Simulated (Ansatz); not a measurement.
# AlN: the cost of one run

Computed with Ansatz 0.2.0 (DFT PBE, scalar-relativistic, plane waves, PAW, and further levels as typed in the inputs, unless a step's input says otherwise).

### 1 Starting point

Symmetry: P6_3mc, No. 186, hexagonal system. The conventional cell has a = 3.111 Å, b = 3.111 Å, c = 4.951 Å, α = 90.00°, β = 90.00°, γ = 120.00°. Al (site symmetry 3m) has 4 N at 1.89 Å as nearest neighbours. N (site symmetry 3m) is surrounded by 4 Al at 1.89 Å.

Structure file:

```xyz
4
Lattice="3.1110 0.0000 0.0000 -1.5555 2.6942 0.0000 0.0000 0.0000 4.9511" Properties=species:S:1:pos:R:3 pbc="T T T"
Al    0.0000    1.7961    0.0000
Al    1.5555    0.8981    2.4756
N     0.0000    1.7961    1.8913
N     1.5555    0.8981    4.3669
```

### 2 Relaxing the atoms: AlN, no spin

Input file input.yaml:

```yaml
crystal:
  lattice:
    - [3.111, 0.0, 0.0]
    - [-1.5555, 2.69420503, 0.0]
    - [0.0, 0.0, 4.951114]
  atoms:
    - { symbol: Al, position: [0.3333333333, 0.6666666667, 0.0] }
    - { symbol: Al, position: [0.6666666667, 0.3333333333, 0.5] }
    - { symbol: "N", position: [0.3333333333, 0.6666666667, 0.382] }
    - { symbol: "N", position: [0.6666666667, 0.3333333333, 0.882] }
scf:
  occupations: { method: gaussian, width: 0.05 }
output:
  forces: true
  stress: true
hamiltonian:
  xc: pbe
kpoints:
  mp_grid: { grid: [8, 8, 5] }
relax:
  f_tol: 0.003
```

Command:

```bash
ansatz run input.yaml --threads 4 --pin off --max-ram 10240MiB --backend cpu --events-out ev --progress --plain --runs-dir out
```

**Question.** How long does this run take on 4 threads of Intel Xeon Platinum 8175M at 2.50GHz (Skylake/Cascade Lake), shared host, and how much memory does it need?

About 2.5 s, with a peak of 0.36 GiB.
